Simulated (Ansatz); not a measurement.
What does this script print? It uses Ansatz 0.2.0, Python API.

The script, `geh_methods.py`:
```python
"""One geometry of GeH(+), method by method."""

import ansatz as az


def main() -> None:
    geometry_ang = [
        ("Ge", (0.0, 0.0, 0.0)),
        ("H", (0.0, 0.0, 1.58)),
    ]
    geh = az.Crystal.molecule()
    for symbol, xyz in geometry_ang:
        geh = geh.atom(symbol, xyz)

    setup = (
        geh.calculation()
        .basis(gaussian="def2-SVP")
        .charge(1)
        .scf(lower_state_search="standard")
    )

    methods = ["mp2", "ccsd", "ccsd_t", "ccsdt"]
    reports = [setup.correlation(m).run(threads=1, backend="cpu").report for m in methods]
    print(f"Hartree-Fock reference {reports[0]['reference_energy_ev'] / 27.211386246:.6f} Ha")
    best = reports[-1]["free_energy_ev"] - reports[-1]["reference_energy_ev"]
    for method, each in zip(methods, reports):
        gained = each["free_energy_ev"] - each["reference_energy_ev"]
        print(f"{method:8s} total {each['free_energy_ev'] / 27.211386246:.6f} Ha  correlation {gained:9.4f} eV  ({100 * gained / best:.1f} % of the last)")


if __name__ == "__main__":
    main()
```

Output of `python geh_methods.py`:
```text
Hartree-Fock reference -2075.361905 Ha
mp2      total -2075.545815 Ha  correlation   -5.0045 eV  (92.2 % of the last)
ccsd     total -2075.556756 Ha  correlation   -5.3022 eV  (97.6 % of the last)
ccsd_t   total -2075.561354 Ha  correlation   -5.4273 eV  (100.0 % of the last)
ccsdt    total -2075.561450 Ha  correlation   -5.4299 eV  (100.0 % of the last)
```

The settings weren't tested for convergence. The geometry is a force-field or estimated start, not a minimum of this method, and the basis set is short of its limit. A lower total doesn't mark the better method: functionals have no common bound, and MP2 and coupled cluster aren't variational. Inner cores stay frozen; a filled d shell under the valence of the heavier atoms is correlated with it. Run time: 2.9 s on 1 thread of Arm Neoverse V1, on a shared host, peak memory 0.17 GiB.
